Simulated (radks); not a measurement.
# Excited configurations of Rb⁺

The task here is to estimate one member of a computed series from the others.

Method: scalar-relativistic Kohn-Sham, r2SCAN, spin-polarised, spherical densities, finite nucleus; open shells are filled with parallel spins first. Code: radks (a radial shooting solver on a logarithmic mesh, Libxc functionals) version 1.

3 further runs of the same task are left out: 3 that didn't finish.

## Starting point

```
element            : rubidium (Z = 37)
charge             : +1
electrons          : 36
configuration      : [Kr]
nuclear rms radius : 4.2036 fm
```

Outer shells as boxes (Hund's rule):

Rb⁺
```
[Ar] core
3d [↑↓][↑↓][↑↓][↑↓][↑↓]
4s [↑↓]
4p [↑↓][↑↓][↑↓]
```

Set-up of the first run:

Settings of this run:

```text
Z 37
configuration [Kr]
relativity scalar-relativistic
functional r2scan,r2scan
spin polarised
nucleus finite rms 4.2036 fm
c 137.035999084
```

Steps of the session up to this table: Ground configuration: [Kr].

One of the session's tables, all rows but one given; the rest of the session is left out.

It belongs to the step «Ground configuration: [Kr]». Sizes of the orbitals, from the radial functions (bohr):

```
level      <r>  outermost maximum (interpolated)  90 % within  nodes
   1s  0.04030                            0.0263       0.0721      0
   2s   0.1777                             0.149        0.275      1
   2p   0.1551                             0.120        0.253      0
   3s   0.5094                             0.450        0.756      2
   3p   0.5180                             0.446        0.787      1
   3d   0.5253                             0.395        0.854      0
   4s    1.460                              1.26         2.16      3
   4p        ?                                 ?            ?      ?
```

**Question.** Estimate the row for 4p.

The run gave: <r>: 1.709; outermost maximum (interpolated): 1.43; 90 % within: 2.58; nodes: 2. In the column «<r>» it is the highest.

To keep in mind: Open shells are spherical and high-spin; term and fine-structure splittings are not resolved.
